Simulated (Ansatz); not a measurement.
# CH6GeO2, SMILES C[O][GeH2][OH]: a rigid torsion scan

Program: Ansatz's Python interface.

The cells in order, each with its output:

**Cell 1**
```python
import warnings

import ansatz as az
from ase import Atoms
```

**Cell 2**
```python
warnings.simplefilter("ignore", az.DeckWarning)
```

**Cell 3**
```python
atoms = Atoms(["C", "O", "Ge", "O", "H", "H", "H", "H", "H", "H"], positions=[
    (-0.6131, 1.4079, 0.0392),
    (0.0677, 0.5692, -0.7841),
    (0.1711, -0.9923, 0.082),
    (1.217, -2.1413, -0.8959),
    (-1.6893, 1.0643, 0.1896),
    (-0.7534, 2.44, -0.5017),
    (-0.1107, 1.6458, 0.9943),
    (0.9635, -0.7577, 1.4443),
    (-1.208, -1.5542, 0.3943),
    (2.0384, -1.7328, -0.9591),
])

# start the scan from a relaxed geometry
first = (
    az.Crystal.molecule_from_ase(atoms).calculation()
    .basis(gaussian="def2-SVP")
    .functional("r2scan0")
    .relax(force_tolerance=0.02, max_steps=80)
)
atoms.positions = first.run(threads=1).report["positions_ang"]
```

**Cell 4**
```python
start = atoms.get_dihedral(3, 2, 1, 0)
energies = {}
for turn in range(0, 360, 40):
    turned = atoms.copy()
    turned.set_dihedral(3, 2, 1, 0, start + turn, indices=[0, 1, 4, 5, 6])
    calc = (
        az.Crystal.molecule_from_ase(turned).calculation()
        .basis(gaussian="def2-SVP")
        .functional("r2scan0")
    )
    energies[round((start + turn) % 360)] = calc.run(threads=1).report["free_energy_ev"]
floor = min(energies.values())
print("dihedral O3-Ge2-O1-C0 (deg)   E - E(min) (kJ/mol)")
for angle, e in sorted(energies.items()):
    print(f"{angle:8d} {96.485332 * (e - floor):14.3f}  " + "#" * int(30 * (e - floor) / max(max(energies.values()) - floor, 1e-9)))
```
Output:
```text
dihedral O3-Ge2-O1-C0 (deg)   E - E(min) (kJ/mol)
      35          3.896  ###########
      75          0.000
     115          5.207  ###############
     155          6.023  ##################
     195          4.043  ############
     235          5.984  ##################
     275          7.470  ######################
     315          9.764  ##############################
     355          9.680  #############################
```

The scan is rigid and the energies are electronic, in a modest basis. With rigid groups the curve can differ much from the relaxed path, the start wasn't checked as a minimum of this torsion, and equivalent turns needn't return to the same energy. Timing: 3.6 min on 1 thread of Arm Neoverse V1 (shared host), peak memory 0.29 GiB.
